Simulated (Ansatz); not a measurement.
**CH₅O radical: a reaction path by the nudged elastic band**

Aim: the minimum-energy path between two given structures and its highest point. Both ends were relaxed at PBE0-D4 in triple zeta.

Method: PBE0-D4/def2-SVP, unrestricted; program: Ansatz 0.2.0, Gaussian basis.

21 further runs of the same task are left out: 1 that didn't finish, 20 set aside as unsound or not needed.

**1. Starting geometry**

The first end: 7 atoms, charge 0, spin multiplicity 2.

Atoms are counted from 1 here; the program's logs count them from 0.

Bond lengths: H1–C2 1.097 Å, C2–O3 1.409 Å, C2–H5 1.090 Å, C2–H6 1.097 Å, O3–H7 0.959 Å. Angles: H1–C2–O3 112.4°, H1–C2–H5 108.1°, H1–C2–H6 108.7°, O3–C2–H5 107.1°, O3–C2–H6 112.4°, H5–C2–H6 108.1°, C2–O3–H7 108.5°.

Geometry (Å):

```xyz
7
charge 0, multiplicity 2
H    -0.6659   -0.7212    0.3816
C     0.3529   -0.3470    0.5422
O     0.7557    0.5596   -0.4582
H    -2.0555    0.3030   -2.0702
H     1.0358   -1.1959    0.4981
H     0.4130    0.0869    1.5480
H     0.1640    1.3147   -0.4414
```

The second end:

```xyz
7

H    -1.8150   -0.0066   -1.4273
C     0.9164   -0.4333    0.7838
O     0.9976    0.4878   -0.2076
H    -1.9958    0.6169   -1.0563
H     1.8024   -0.4982    1.3980
H    -0.0579   -0.7076    1.1717
H     0.1523    0.5410   -0.6619
```

**2. The band at PBE0-D4/def2-SVP**

neb/in.yaml

```yaml
crystal:
  periodic: [false, false, false]
  atoms:
    - {symbol: H, position_ang: [-0.665864, -0.721190, 0.381613]}
    - {symbol: C, position_ang: [0.352942, -0.347028, 0.542209]}
    - {symbol: O, position_ang: [0.755674, 0.559603, -0.458184]}
    - {symbol: H, position_ang: [-2.055476, 0.302965, -2.070183]}
    - {symbol: H, position_ang: [1.035752, -1.195912, 0.498130]}
    - {symbol: H, position_ang: [0.412972, 0.086909, 1.548031]}
    - {symbol: H, position_ang: [0.164000, 1.314652, -0.441416]}
basis:
  gaussian: {orbitals: def2-SVP}
magnetization: {spin_polarized: true, initial_magnetization: 1}
hamiltonian: {xc: pbe0, dispersion: d4}
neb:
  images: 5
  climbing: true
  max_iterations: 40
  initial_path: idpp
  final_atoms:
    - {symbol: H, position_ang: [-1.814973, -0.006564, -1.427337]}
    - {symbol: C, position_ang: [0.916388, -0.433299, 0.783775]}
    - {symbol: O, position_ang: [0.997585, 0.487829, -0.207646]}
    - {symbol: H, position_ang: [-1.995798, 0.616906, -1.056310]}
    - {symbol: H, position_ang: [1.802393, -0.498181, 1.397985]}
    - {symbol: H, position_ang: [-0.057936, -0.707648, 1.171662]}
    - {symbol: H, position_ang: [0.152339, 0.540956, -0.661929]}
```

Run with:

```bash
$ ansatz run in.yaml --threads 2 --pin off --events-out ev --progress --plain --max-ram 4352MiB
```

**Question.** What will these runs give? Wanted: from earlier runs: barrier over the separately found saddle, CCSD(T)/def2-TZVPP.

As calculated:

| quantity | value |
| --- | --- |
| PBE0-D4/def2-SVP, 17 iterations | highest 4.6 kcal/mol (image 2), last end -4.8 kcal/mol |
| from earlier runs: barrier over the separately found saddle, CCSD(T)/def2-TZVPP | 10.2 kcal/mol |

The highest image lies 4.6 kcal/mol above the first end, and it climbed, so it estimates the saddle. The ends are not quite minima at this level (largest force component 0.60 eV/Å), so the heights are unreliable: relaxing the first end would lower it and raise the barrier above it. The highest image is 5.6 kcal/mol below the CCSD(T) barrier in triple zeta, which comes from separate runs on the saddle.
